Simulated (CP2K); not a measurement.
The system is NbSi.

```
Nb Si
1.0
     3.15644    0.00000    0.00000
     0.00000    3.15644    0.00000
     0.00000    0.00000    3.15644
Nb Si
1 1
Cartesian
  0.0000 0.0000 0.0000
  1.5782 1.5782 1.5782
```

The cell was built by a generator and needn't be a form met in nature.

Base run:

```yaml
Program: CP2K 2026.2
Functional: rev-vdW-DF2
Potentials_or_basis: POTENTIAL_UZH Nb GTH-PBE-q13, Si GTH-PBE-q4; TZVP-MOLOPT-PBE-GTH basis
Density_cutoff: 9184 eV
k_mesh: 8 × 8 × 8
Occupations: fermi-dirac, width 0.05 eV
Spin: no spin polarisation
```

Its results: band gap on the k mesh none (metal or under the smearing width); pressure 0.3 GPa.

The run is repeated on the same cell with these changes: functional from rev-vdW-DF2 to LDA. What comes out?

Band gap on the k mesh none (metal or under the smearing width); pressure -4.8 GPa.

Caveats: the potentials were made for another functional, which shifts forces and pressure; the basis of atomic orbitals isn't converged, which shifts pressures, moduli and gaps.

Not every run made on this cell is shown here.
